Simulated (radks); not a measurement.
# Valence configurations of Mn²⁺

The task here is to estimate one member of a computed series from the others.

The numbers are computed with radks (a radial shooting solver on a logarithmic mesh, Libxc functionals) version 1 (non-relativistic Kohn-Sham, LDA (Slater exchange, Perdew-Wang correlation), spin-polarised, spherical densities, point nucleus; open shells are filled with parallel spins first), except any that are marked as measured or tabulated.

### What is computed

| Property | Result |
| --- | --- |
| element | manganese (Z = 25) |
| charge | +2 |
| electrons | 23 |
| configuration | [Ar] 3d5 |
| others tried | 3d4 4p1; 3d3 4p2; 3d1 4s2 4p2; 3d1.5 4s1.5 4p2; 3d2.5 4s0.5 4p2; 3d4 4s1; 3d4.5 4s0.5; 3d4.5 4p0.5; 3d2 4p3 |

The outer shells:

Mn²⁺
```
[Ar] core
3d [↑ ][↑ ][↑ ][↑ ][↑ ]
```

The first run:

Input:

```text
Z 25
configuration [Ar] 3d5
relativity non-relativistic
functional lda,pw
spin polarised
nucleus point
```

Steps of the session up to this table: [Ar] 3d5.

One table of the session follows, with a row left open; its other results are not shown here.

It belongs to the step «[Ar] 3d5». From the orbitals of this run (lengths in bohr):

```
  level     <r>  outermost maximum (interpolated)  90 % within  nodes
  2p up  0.2488                             0.190        0.408      0
2p down       ?                                 ?            ?      ?
  3s up  0.8614                             0.744         1.29      2
3s down  0.8655                             0.745         1.30      2
  3p up  0.9067                             0.754         1.40      1
3p down  0.9139                             0.756         1.41      1
  3d up   1.124                             0.752         1.92      0
3d down   1.190                             0.765         2.07      0
```

Estimate the missing values for 2p down.

The run gave: <r>: 0.2482; outermost maximum (interpolated): 0.189; 90 % within: 0.407; nodes: 0. In the column «<r>» it is the lowest.
